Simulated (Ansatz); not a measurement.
# CH7ClOSi2: small, medium and large basis sets

How large a basis does CH7ClOSi2 need? Two functionals are run in growing sets.

Program: Ansatz 0.2.0, Gaussian basis. Level of theory: one geometry, several basis sets. These are calculated values, not measurements.

Levels to be run: PBE0-D4/def2-SVP; ωB97M-V/def2-SVP; PBE0-D4/def2-QZVPP; ωB97M-V/def2-QZVPP; the functionals' def2-TZVPP values are taken from earlier runs.

## (1) The geometry

The geometry comes from an earlier relaxation with PBE0-D4 in a triple-zeta def2 set; it is a stationary point, not always the lowest conformer.

SMILES `C[Si](O)([SiH3])Cl`, 12 atoms, charge 0, spin multiplicity 1.

Atoms are counted from 1 here; the program's logs count them from 0.

Bond lengths: C1–Si2 1.859 Å, C1–H6 1.092 Å, C1–H7 1.093 Å, C1–H8 1.093 Å, Si2–O3 1.642 Å, Si2–Si4 2.338 Å, Si2–Cl5 2.077 Å, O3–H9 0.959 Å, Si4–H10 1.488 Å, Si4–H11 1.488 Å, Si4–H12 1.485 Å. Angles: Si2–C1–H6 110.6°, Si2–C1–H7 110.7°, Si2–C1–H8 110.3°, H6–C1–H7 108.0°, H6–C1–H8 108.6°, H7–C1–H8 108.5°, C1–Si2–O3 112.3°, C1–Si2–Si4 114.8°, C1–Si2–Cl5 106.4°, O3–Si2–Si4 106.3°, O3–Si2–Cl5 109.1°, Si4–Si2–Cl5 107.8°, Si2–O3–H9 118.4°, Si2–Si4–H10 110.5°, Si2–Si4–H11 109.0°, Si2–Si4–H12 110.2°, H10–Si4–H11 108.5°, H10–Si4–H12 109.3° and more.

## (2) PBE0-D4 in def2-SVP

in.yaml

```yaml
crystal:
  periodic: [false, false, false]
  atoms:
    - {symbol: C, position_ang: [-1.213070, 1.191472, -0.342298]}
    - {symbol: Si, position_ang: [0.423960, 0.319900, -0.219634]}
    - {symbol: O, position_ang: [1.028181, -0.081370, -1.693157]}
    - {symbol: Si, position_ang: [0.391586, -1.651662, 1.036616]}
    - {symbol: Cl, position_ang: [1.724413, 1.644455, 0.711995]}
    - {symbol: H, position_ang: [-1.591917, 1.439819, 0.651701]}
    - {symbol: H, position_ang: [-1.114276, 2.122019, -0.907864]}
    - {symbol: H, position_ang: [-1.945638, 0.555086, -0.845308]}
    - {symbol: H, position_ang: [1.239001, 0.625037, -2.306999]}
    - {symbol: H, position_ang: [-0.513507, -2.653856, 0.410873]}
    - {symbol: H, position_ang: [-0.112418, -1.346651, 2.402862]}
    - {symbol: H, position_ang: [1.760685, -2.219548, 1.135212]}
basis:
  gaussian: {orbitals: def2-SVP}
hamiltonian: {xc: pbe0, dispersion: d4}
output: {orbitals: {seedname: orbitals}}
```

The runs that follow: ωB97M-V in def2-SVP; PBE0-D4 in def2-QZVPP; ωB97M-V in def2-QZVPP.

Before running them: what should the planned runs give, taken together? Wanted: PBE0-D4: double and triple zeta above quadruple; ωB97M-V: double and triple zeta above quadruple.

The runs gave:

| quantity | value |
| --- | --- |
| PBE0-D4: double and triple zeta above quadruple | 14.98, 1.09 eV |
| ωB97M-V: double and triple zeta above quadruple | 15.05, 1.04 eV |

What this shows: For PBE0-D4 the step from double to triple zeta gains 13.88 eV and the next only 1.09 eV. Total energies overstate the basis error of differences, where much of it tends to cancel. The LUMO of ωB97M-V is positive and keeps falling with the basis (2.28 to 1.31 eV): an unbound level that the basis holds in place.
